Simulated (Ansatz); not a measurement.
# C2H4BFO: one species, many methods

One table from this session's results is given with a row withheld; the runs are named, their logs left out.

The runs use Ansatz 0.2.0, Gaussian basis; functionals in def2-TZVPP, the program's frozen cores in correlated methods.

The runs, in order: LDA (SPW92), PBE-D4, revPBE-D4, BLYP-D4, r2SCAN-D4, B97M-V, PBE0-D4, B3LYP-D4, r2SCANh-D4, r2SCAN0-D4, HSE06-D4, BHLYP-D4, CAM-B3LYP-D4, LC-ωPBE, ωB97X-V, ωB97M-V, B2PLYP, PBE-QIDH; CCSD(T)/def2-SVP; CCSD(T)/def2-TZVPP; MP2/def2-QZVPP; extrapolation to the limit; RPA on PBE.

**The geometry**

The geometry comes from an earlier relaxation with PBE0-D4 in a triple-zeta def2 set; it is a stationary point, not always the lowest conformer.

SMILES `C=C(O)BF`, 9 atoms, charge 0, spin multiplicity 1.

Atoms are counted from 1 here; the program's logs count them from 0.

Bond lengths: C1–C2 1.339 Å, C1–H6 1.081 Å, C1–H7 1.087 Å, C2–O3 1.356 Å, C2–B4 1.553 Å, O3–H8 0.963 Å, B4–F5 1.319 Å, B4–H9 1.197 Å. Angles: C2–C1–H6 119.4°, C2–C1–H7 123.1°, H6–C1–H7 117.5°, C1–C2–O3 124.6°, C1–C2–B4 118.7°, O3–C2–B4 116.7°, C2–O3–H8 109.8°, C2–B4–F5 120.4°, C2–B4–H9 121.1°, F5–B4–H9 118.5°.

Set-up of the first run:

The input, in.yaml:

```yaml
crystal:
  periodic: [false, false, false]
  atoms:
    - {symbol: C, position_ang: [1.237262, 0.012465, -0.057218]}
    - {symbol: C, position_ang: [-0.076058, -0.241185, -0.116851]}
    - {symbol: O, position_ang: [-0.620197, -1.361215, -0.654731]}
    - {symbol: B, position_ang: [-1.065734, 0.805015, 0.464055]}
    - {symbol: F, position_ang: [-2.366565, 0.588602, 0.423432]}
    - {symbol: H, position_ang: [1.580451, 0.934750, 0.391224]}
    - {symbol: H, position_ang: [1.991568, -0.669534, -0.441435]}
    - {symbol: H, position_ang: [0.078507, -1.937325, -0.982888]}
    - {symbol: H, position_ang: [-0.670634, 1.822128, 0.957212]}
basis:
  gaussian: {orbitals: def2-TZVPP}
hamiltonian: {xc: lda}
output: {orbitals: {seedname: orbitals}}
```

The run is started by

```console
ansatz run in.yaml --threads 2 --pin off --events-out ev --progress --plain --max-ram 4352MiB
```

Among the steps run: LDA; PBE-D4 (GGA); revPBE-D4 (GGA); BLYP-D4 (GGA); r2SCAN-D4 (meta-GGA); B97M-V (meta-GGA); PBE0-D4 (hybrid); B3LYP-D4 (hybrid); r2SCANh-D4 (hybrid); r2SCAN0-D4 (hybrid); HSE06-D4 (hybrid); BHLYP-D4 (hybrid); CAM-B3LYP-D4 (range-separated); LC-ωPBE (range-separated); ωB97X-V (range-separated); ωB97M-V (range-separated); B2PLYP (double hybrid); PBE-QIDH (double hybrid).

One table of the session follows, with a row left open; its other results are not shown here.

It belongs to the step «Orbital energies across the functionals». 

```
  functional  HOMO (eV)  LUMO (eV)  gap (eV)
 LDA (SPW92)      -6.35      -2.73      3.62
      PBE-D4      -6.14      -2.45      3.69
   revPBE-D4      -6.06      -2.34      3.72
     BLYP-D4          ?          ?         ?
   r2SCAN-D4      -6.36      -2.23      4.13
      B97M-V      -6.39      -2.21      4.18
     PBE0-D4      -7.33      -1.50      5.83
    B3LYP-D4      -7.11      -1.73      5.39
  r2SCANh-D4      -6.81      -1.89      4.92
  r2SCAN0-D4      -7.49      -1.38      6.12
    HSE06-D4      -6.93      -1.89      5.04
    BHLYP-D4      -8.39      -0.46      7.93
CAM-B3LYP-D4      -8.66      -0.39      8.26
     LC-ωPBE      -9.97       0.79     10.77
     ωB97X-V      -9.61       0.73     10.34
     ωB97M-V      -9.54       0.57     10.11
```

**Question.** Estimate the row for BLYP-D4.

Worked estimate for «HOMO (eV)». Against the share of exact exchange, B3LYP-D4 (0.2, -7.11), BHLYP-D4 (0.5, -8.39) give a slope of -4.27 per unit share; at 0 the line stands at -6.26.

**Answer.** HOMO (eV): -6.00; LUMO (eV): -2.31; gap (eV): 3.69. In «HOMO (eV)» the line misses by -0.26.
